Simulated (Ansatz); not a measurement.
# FePtRh: the cost of one run

Method: reference: DFT LDA, plane waves, PAW, scalar-relativistic, no spin polarisation, in Ansatz 0.2.0.

## Step 1: The system as given

It takes space group P4/nmm (No. 129, tetragonal). The conventional cell has a = 3.436 Å, b = 3.436 Å, c = 5.939 Å, α = 90.00°, β = 90.00°, γ = 90.00°. Around Pt (site symmetry -4m2) lie 4 Rh at 2.27 Å and 4 Pt at 2.43 Å. Around Rh (site symmetry 4mm) lie 4 Pt at 2.27 Å and 5 Fe at 2.33 to 2.51 Å. Fe (site symmetry 4mm) is surrounded by 5 Rh at 2.33 to 2.51 Å.

Coordinates:

```
CELL_PARAMETERS angstrom
3.43626 0.00000 0.00000
0.00000 3.43626 0.00000
0.00000 0.00000 5.93851
ATOMIC_POSITIONS crystal
Pt 0.00000 0.00000 0.00000
Pt 0.50000 0.50000 0.00000
Rh 0.00000 0.50000 0.75000
Rh 0.50000 0.00000 0.25000
Fe 0.00000 0.50000 0.35700
Fe 0.50000 0.00000 0.64300
```

## Step 2: Reference

Contents of input.yaml:

```yaml
crystal:
  lattice:
    - [3.436258, 0.0, 0.0]
    - [0.0, 3.436258, 0.0]
    - [0.0, 0.0, 5.938509]
  atoms:
    - { symbol: Pt, position: [0.0, 0.0, 0.0] }
    - { symbol: Pt, position: [0.5, 0.5, 0.0] }
    - { symbol: Rh, position: [0.0, 0.5, 0.75] }
    - { symbol: Rh, position: [0.5, 0.0, 0.25] }
    - { symbol: Fe, position: [0.0, 0.5, 0.357] }
    - { symbol: Fe, position: [0.5, 0.0, 0.643] }
  symmetry: { tolerance: 0.0003 }
kpoints:
  mp_grid: { grid: [5, 5, 3], shift: [0, 0, 0] }
magnetization:
  spin_polarized: false
scf:
  occupations: { method: gaussian, width: 0.0112 }
hamiltonian:
  pseudopotentials: { kind: paw }
  xc: lda
basis:
  ecutwfc: 420
output:
  forces: true
  stress: true
  eigenvalues: true
  write_density: true
  write_potential: true
  elf: true
  volumetric_format: npy
relax:
  max_steps: 40
  cell: {}
```

Launch:

```bash
ansatz run input.yaml --threads 1 --pin off --max-ram 2560MiB --backend cpu --events-out ev --progress --plain --runs-dir out
```

**Question.** How long does this run take on 1 thread of an x86-64 CPU, shared host, and how much memory does it need?

About 41 s, with a peak of 0.54 GiB.
